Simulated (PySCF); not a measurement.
# BClH₆NP: fields and orbitals

For BClH₆NP, the scripts below compute its lowest excited states and analyse its density (charges, bond critical points, surface potential).

Program: PySCF 2.14.0. Level of theory: levels as typed in each script, gas phase, geometry from GFN2-xTB. These are calculated values, not measurements.

### 1 The starting structure

SMILES `[NH3+][BH-](P)Cl`, 10 atoms, charge 0, spin multiplicity 1.

Bond lengths: N1–B2 1.638 Å, N1–H5 1.019 Å, N1–H6 1.020 Å, N1–H7 1.018 Å, B2–P3 1.979 Å, B2–Cl4 1.837 Å, B2–H8 1.182 Å, P3–H9 1.380 Å, P3–H10 1.386 Å. Angles: B2–N1–H5 109.1°, B2–N1–H6 106.9°, B2–N1–H7 111.8°, H5–N1–H6 108.6°, H5–N1–H7 110.6°, H6–N1–H7 109.8°, N1–B2–P3 105.8°, N1–B2–Cl4 101.9°, N1–B2–H8 108.7°, P3–B2–Cl4 110.6°, P3–B2–H8 116.6°, Cl4–B2–H8 112.0°, B2–P3–H9 96.0°, B2–P3–H10 96.3°, H9–P3–H10 92.1°.

Geometry (Å):

```mol
BClH6NP
  3D, bonds by distance, orders not assigned

 10  9  0  0  0  0  0  0  0  0999 V2000
    0.3285    1.7185   -0.1329 N   0  0
    0.0592    0.2626    0.5672 B   0  0
   -1.6510   -0.3897   -0.1863 P   0  0
    1.4675   -0.7294   -0.0703 Cl  0  0
    1.2433    2.0626    0.1545 H   0  0
    0.3410    1.5655   -1.1413 H   0  0
   -0.3973    2.3921    0.1042 H   0  0
    0.1056    0.3929    1.7413 H   0  0
   -1.6080   -1.6323    0.4113 H   0  0
   -2.4631    0.1211    0.8142 H   0  0
  1  2  8  0
  2  3  8  0
  2  4  8  0
  1  5  8  0
  1  6  8  0
  1  7  8  0
  2  8  8  0
  3  9  8  0
  3 10  8  0
M  END
```

### 2 Excited states (PBE0/def2-svpd)

input.py reads:

```python
import numpy as np
from pyscf import gto, scf, dft, tdscf
from pyscf.scf import atom_ks, atom_hf
from scipy.linalg import block_diag

def solve(mol, dm0=None, hcore=None):
    mf = (dft.UKS if mol.spin else dft.RKS)(mol, xc='pbe0')
    mf.grids.level = 3
    mf = mf.density_fit(auxbasis='def2-universal-jkfit')
    mf.conv_tol, mf.max_cycle = 1e-8, 80
    if hcore is not None:
        mf.get_hcore = lambda *args: hcore
    mf.kernel(dm0)
    if not mf.converged:
        mf = mf.newton().run(mf.mo_coeff, mf.mo_occ, max_cycle=30)
    assert mf.converged, 'SCF not converged'
    return mf

mol = gto.M(atom='''
N      0.32849     1.71851    -0.13286
B      0.05918     0.26264     0.56719
P     -1.65101    -0.38970    -0.18630
Cl     1.46754    -0.72936    -0.07033
H      1.24335     2.06258     0.15446
H      0.34103     1.56552    -1.14132
H     -0.39732     2.39212     0.10418
H      0.10555     0.39293     1.74134
H     -1.60799    -1.63230     0.41135
H     -2.46311     0.12108     0.81418
''', basis='def2-svpd', charge=0, spin=0, verbose=4)
mf = solve(mol)
td = mf.TDA()
td.nstates, td.singlet, td.conv_tol = 5, False, 1e-5
td.kernel()
td.analyze()
x, y = np.array([p[0] for p in td.xy]), np.array([p[1] + 0 * p[0] for p in td.xy])
f, mu = np.zeros(len(td.e)), np.zeros((len(td.e), 3))
nto = [td.get_nto(state=i + 1, verbose=4) for i in range(len(td.e))]
# spherically averaged free atoms, for the promolecule
atm = atom_ks.get_atm_nrks(mol, xc='pbe0')
pro = block_diag(*[(atm[a[0]][2] * atm[a[0]][3]) @ atm[a[0]][2].T for a in mol._atom])
np.savez('result.npz', e=td.e, f=f, ok=td.converged, w=[n[0] for n in nto], nto=[n[1] for n in nto], x=x, y=y, c=mf.mo_coeff, occ=mf.mo_occ, eps=mf.mo_energy, pro=pro, mu=mu)
```

Launch:

```sh
$ OMP_NUM_THREADS=1 python input.py
```

### 4 Density, bond paths and surface potential (B3LYP/6-31g*)

input.py reads:

```python
import numpy as np
from pyscf import gto, scf, dft
from pyscf.scf import atom_ks, atom_hf
from scipy.linalg import block_diag

def solve(mol, dm0=None, hcore=None):
    mf = (dft.UKS if mol.spin else dft.RKS)(mol, xc='b3lyp')
    mf.grids.level = 3
    mf = mf.density_fit(auxbasis='def2-universal-jkfit')
    mf.conv_tol, mf.max_cycle = 1e-8, 80
    if hcore is not None:
        mf.get_hcore = lambda *args: hcore
    mf.kernel(dm0)
    if not mf.converged:
        mf = mf.newton().run(mf.mo_coeff, mf.mo_occ, max_cycle=30)
    assert mf.converged, 'SCF not converged'
    return mf

mol = gto.M(atom='''
N      0.32849     1.71851    -0.13286
B      0.05918     0.26264     0.56719
P     -1.65101    -0.38970    -0.18630
Cl     1.46754    -0.72936    -0.07033
H      1.24335     2.06258     0.15446
H      0.34103     1.56552    -1.14132
H     -0.39732     2.39212     0.10418
H      0.10555     0.39293     1.74134
H     -1.60799    -1.63230     0.41135
H     -2.46311     0.12108     0.81418
''', basis='6-31g*', charge=0, spin=0, verbose=4)
mf = solve(mol)
mf.analyze()
# spherically averaged free atoms, for the promolecule
atm = atom_ks.get_atm_nrks(mol, xc='b3lyp')
pro = block_diag(*[(atm[a[0]][2] * atm[a[0]][3]) @ atm[a[0]][2].T for a in mol._atom])
np.savez('result.npz', e=mf.e_tot, c=mf.mo_coeff, occ=mf.mo_occ, eps=mf.mo_energy, pro=pro, dip=mf.dip_moment(verbose=0), s2=mf.spin_square()[0])
```

(Steps that only read results are left out.)

Q: Predict the outcome of this session. Wanted: lowest triplet excitation; dipole moment; HOMO, LUMO.

**Answer**, as computed:

| quantity | value |
| --- | --- |
| lowest triplet excitation (PBE0/def2-svpd) | 4.70 eV |
| dipole moment (B3LYP/6-31g*) | 5.88 D |
| HOMO, LUMO (B3LYP/6-31g*) | -6.06, 0.27 eV |

What this shows: At B3LYP/6-31g*: The highest Hirshfeld charge is on H7 (+0.17 e), the lowest on Cl4 (−0.22 e). The geometry was not optimised at these levels.
